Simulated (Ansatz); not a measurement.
# Rb2NaAl2F8: the cost of one run

Program: Ansatz 0.2.0. Level of theory: DFT PBE, plane waves, PAW, scalar-relativistic, collinear spin. These are calculated values, not measurements.

1 further run of the same task is left out (it didn't finish).

## (1) The starting structure

The cell holds 13 atoms (Al2F8NaRb2): a = 5.157 Å, b = 5.157 Å, c = 6.273 Å, α = 90.00°, β = 90.00°, γ = 90.00°.

As a file:

```xyz
13
Lattice="-3.6466 -3.6466 0.0000 3.6466 -3.6466 0.0000 0.0000 0.0000 6.2733" Properties=species:S:1:pos:R:3 pbc="T T T"
Rb    0.0000   -3.6466    0.0000
Al    1.8233   -1.8233    3.1367
F     1.8233   -1.8233    4.9034
F     1.8233   -1.8233    1.3699
F     1.8233   -3.6466    3.1367
F     0.0000   -1.8233    3.1367
Rb    0.0000    0.0000    0.0000
Al   -1.8233   -1.8233    3.1367
F    -1.8233   -1.8233    4.9034
F    -1.8233   -1.8233    1.3699
F    -1.8233   -3.6466    3.1367
F     0.0000   -5.4699    3.1367
Na   -0.0150   -5.5120    0.6237
```

## (2) Relaxing end A

input.yaml

```yaml
crystal:
  lattice:
    - [-3.646625, -3.646625, 0.0]
    - [3.646625, -3.646625, 0.0]
    - [0.0, 0.0, 6.273321]
  atoms:
    - { symbol: Rb, position: [0.5, 0.5, 0.0] }
    - { symbol: Al, position: [0.0, 0.5, 0.5] }
    - { symbol: F, position: [0.0, 0.5, 0.7816317] }
    - { symbol: F, position: [0.0, 0.5, 0.2183683] }
    - { symbol: F, position: [0.25, 0.75, 0.5] }
    - { symbol: F, position: [0.25, 0.25, 0.5] }
    - { symbol: Rb, position: [0.0, 0.0, 0.0] }
    - { symbol: Al, position: [0.5, 0.0, 0.5] }
    - { symbol: F, position: [0.5, 0.0, 0.7816317] }
    - { symbol: F, position: [0.5, 0.0, 0.2183683] }
    - { symbol: F, position: [0.75, 0.25, 0.5] }
    - { symbol: F, position: [0.75, 0.75, 0.5] }
    - { symbol: Na, position: [0.7578267, 0.7537189, 0.0994163], spin: 1.0 }
magnetization:
  spin_polarized: true
basis:
  ecutwfc: 420.0
kpoints:
  mp_grid: { grid: [2, 2, 2] }
hamiltonian:
  xc: pbe
scf:
  occupations: { method: gaussian, width: 0.05 }
  lower_state_search: "off"
relax:
  f_tol: 0.03
  max_steps: 60
  adjacent_minimum: "off"
output:
  write_density: true
  write_potential: true
  elf: true
  volumetric_format: npy
```

Command:

```bash
ansatz run input.yaml --threads 1 --pin off --max-ram 3072MiB --backend cpu --events-out ev --progress --plain --runs-dir out
```

**Question.** How long does this run take on 1 thread of Arm Neoverse V1, shared host, and how much memory does it need?

About 5 min, with a peak of 0.5 GiB.
